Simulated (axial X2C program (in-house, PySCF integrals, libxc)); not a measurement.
**A two-component session on PdGe⁺: EOM-IP-CCSD levels**

Wanted for PdGe⁺: EOM-IP-CCSD levels, at the two-component level.

The runs use an in-house X2C program for linear molecules on PySCF integrals; two-component X2C with atomic mean-field terms, Pd dyall-cv3z, Ge dyall-cv3z.

All values are calculated.

### 1 Input

Contents of task.json:

```json
{"zs": [46, 32], "q": 1, "bas": ["dyall-cv3z", "dyall-cv3z"], "r0": 2.41, "eom": "ip", "rq": 0, "thr": -1.0, "nmax": 95, "grid": [1, 0.96, 1.045, 0.92, 1.09, 1.15]}
```

Keys: zs atomic numbers; q charge; bas basis sets; r0 starting distance in Å; eom kind of EOM run; thr threshold in hartree for freezing inner shells (an s shell follows its p shell); nmax most natural virtual spinors; grid distances as factors.

Started as:

```bash
$ python soeom.py task.json out
```

Further steps of the session: EOM-IP-CCSD at 2.191 Å.

Before running it: what results should come out? Wanted: next root led by one particle; T1 of the reference; lowest state, Re and ωe.

**Answer**, as computed:

```
                     quantity                             value
       lowest root at 2.191 Å                 Ω = 1/2, 6.943 eV
next root led by one particle  Ω = 5/2, about 15590 cm⁻¹ higher
          T1 of the reference                             0.054
      lowest state, Re and ωe                 2.195 Å, 327 cm⁻¹
```

**Reading.** Removing an electron from the reference determinant of PdGe costs 6.94 eV and empties a spinor of 54% Ge pσ, 21% Pd sσ, 12% Pd dσ. Errors of 0.1 to 0.3 eV are usual at this size, and roots led by higher excitations are left out, so the list is incomplete, and low states of that kind can be missing. T1 or the largest double amplitude of the reference is raised, which lowers the reliability. The bond is 0.026 Å longer than in the closed-shell reference at CCSD (2.168 Å).
